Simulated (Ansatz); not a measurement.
Crystal: HPbNO4.

```
H Pb N O
1.0
     3.85404    0.14384    0.09012
    -0.25320    5.52698    0.16471
    -0.48197   -1.92720    5.72025
H Pb N O
1 1 1 4
Direct
  0.10913 0.65718 0.54463
  0.61029 0.52127 0.15100
  0.91580 0.96263 0.95867
  0.01384 0.13639 0.88084
  0.72398 0.01057 0.12858
  0.00389 0.73732 0.87043
  0.11927 0.59324 0.37651
```

The cell was built by a generator and needn't be a form met in nature.

Program: Ansatz 0.2.0. Alike in all runs: task single point; no spin polarisation; cell as given; smearing fermi-dirac 0.05 eV.

Problem. Order these runs on this cell by their pressure, lowest first.
A. level PBE; potentials or basis SPMS NC; k mesh 7 × 5 × 5; cutoff (eV) 1034; mesh quality not flagged
B. level HSE03; potentials or basis Ansatz PAW; k mesh 3 × 2 × 2; cutoff (eV) 420; mesh quality coarse
C. level r2SCAN0; potentials or basis Ansatz PAW; k mesh 3 × 2 × 2; cutoff (eV) 500; mesh quality coarse

Solution. C (-4.9 GPa), B (-3.3 GPa), A (-0.1 GPa).

Caveats: some runs use coarse meshes; the PAW data sets come from PBE, with cores solved anew for the run's functional, which leaves a small shift of forces and pressure (some runs); the thresholds are loose for stress (some runs).
